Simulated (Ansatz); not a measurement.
Ti3S2:

```
CELL_PARAMETERS angstrom
2.71311 1.56642 3.23762
-2.71311 1.56642 3.23762
0.00000 -3.13283 3.23762
ATOMIC_POSITIONS crystal
Ti 0.00000 0.33565 0.66434
Ti 0.66434 0.00000 0.33565
Ti 0.33565 0.66434 0.00000
S 0.16784 0.16784 0.16784
S 0.83216 0.83216 0.83216
```

The cell comes from a database or a generator and needn't be the stable form of this composition.

| Property | Result |
| --- | --- |
| Program | Ansatz 0.2.0 |
| Task | relaxation of cell and atoms |
| Functional | PBEsol |
| Potentials or basis | Ansatz PAW |
| Cutoff | 420 eV (not typed: the program's choice for these potentials) |
| k mesh | 6 × 6 × 6 |
| Occupations | fermi-dirac, width 0.05 eV |
| Spin | no spin polarisation |

At the start: volume 16.51 Å³/atom.

Problem. How do energy, volume and symmetry change on relaxing?

Solution. It ends after 6 steps and the volume is 15.95 Å³/atom (-3.4 %); space group R32 (No. 155, to 0.05 Å).

Step by step:
| step | energy change (eV) | largest force (eV/Å) | volume (Å³) |
| --- | --- | --- | --- |
| 1 | 0.0000 | 0.0441 | 82.56 |
| 2 | -0.0369 | 0.0819 | 79.43 |
| 3 | -0.0402 | 0.0218 | 79.76 |
| 4 | -0.0406 | 0.0095 | 79.73 |
| 5 | -0.0406 | 0.0011 | 79.73 |
| 6 | -0.0404 | 0.0010 | 79.73 |

Final structure:
```cif
data_structure
_symmetry_space_group_name_H-M 'P 1'
_symmetry_Int_Tables_number 1
_cell_length_a 4.4530
_cell_length_b 4.4530
_cell_length_c 4.4530
_cell_angle_alpha 74.061
_cell_angle_beta 74.061
_cell_angle_gamma 74.061
_cell_volume 79.73
loop_
_atom_site_label
_atom_site_type_symbol
_atom_site_fract_x
_atom_site_fract_y
_atom_site_fract_z
_atom_site_occupancy
Ti1 Ti 0.00000 0.33639 0.66361 1
Ti2 Ti 0.66361 0.00000 0.33639 1
Ti3 Ti 0.33639 0.66361 0.00000 1
S1 S 0.16763 0.16763 0.16763 1
S2 S 0.83237 0.83237 0.83237 1
```

Caveat: the plane-wave basis is chosen anew once the cell has moved, so the energies of steps on either side of that aren't comparable; the PAW data sets come from PBE, with cores solved anew for the run's functional, which leaves a small shift of forces and pressure.
